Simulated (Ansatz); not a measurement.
# LuSb: a single-point run

Wanted: a converged single-point run for LuSb, and a check of what comes out. The structure is shown as the input types it. The cell is built on a prototype (zincblende) and needn't be the phase found in nature.

Program: Ansatz 0.2.0. Level of theory: density functional or hybrid calculation with the settings of its input, plane waves (as first typed). These are calculated values, not measurements.

5 further runs of the same task are left out: 2 for a known fault of the program, 3 that didn't finish.

### 1 The system as given

It takes space group F-43m (No. 216, cubic). Conventional cell: a = 6.804 Å, b = 6.804 Å, c = 6.804 Å, α = 90.00°, β = 90.00°, γ = 90.00°. Lu (site symmetry -43m) has 4 Sb at 2.95 Å as nearest neighbours. Sb (site symmetry -43m) has 4 Lu at 2.95 Å as nearest neighbours.

Coordinates:

```
Lu Sb
1.0
     0.00000    3.40204    3.40204
     3.40204    0.00000    3.40204
     3.40204    3.40204    0.00000
Lu Sb
1 1
Direct
  0.00000 0.00000 0.00000
  0.25000 0.25000 0.25000
```

### 2 Input and run

input.yaml reads:

```yaml
crystal:
  lattice:
    - [0.0, 3.4020389083, 3.4020389083]
    - [3.4020389083, 0.0, 3.4020389083]
    - [3.4020389083, 3.4020389083, 0.0]
  atoms:
    - { symbol: Lu, position: [0.0, 0.0, 0.0] }
    - { symbol: Sb, position: [0.25, 0.25, 0.25] }
kpoints:
  mp_grid: { grid: [4, 4, 4] }
hamiltonian:
  xc: hse06
scf:
  occupations: { method: fixed }
  n_extra_bands: 4
  exx: { max_outer_iter: 2 }
output:
  forces: true
  stress: true
  eigenvalues: true
```

Launch:

```sh
> ansatz run input.yaml --threads 4 --pin off --max-ram 3686MiB --backend cpu --events-out ev --progress --plain --runs-dir out
```

**Question.** How will this run end, and is anything wrong with its input?

The first SCF converged in 6 cycles; a further one, begun by the search for a lower state, ran out of the shared limit after 4. The density residual dr2 fell from 2.2e-6 to 3.2e-9 eV (threshold 1.0e-6) and was still falling. The test that failed last is that of the delta exx, at 2.1e-6. This residual alone is not the whole test: the loop closes only when its other checks (energy change, further residuals) pass in the same cycle. Its last energy is not a result.

The suspect setting: scf.exx.max_outer_iter is 2. The limit on iterations ended the loop before it was done.

Fix: delete scf.exx.max_outer_iter (the default then holds).
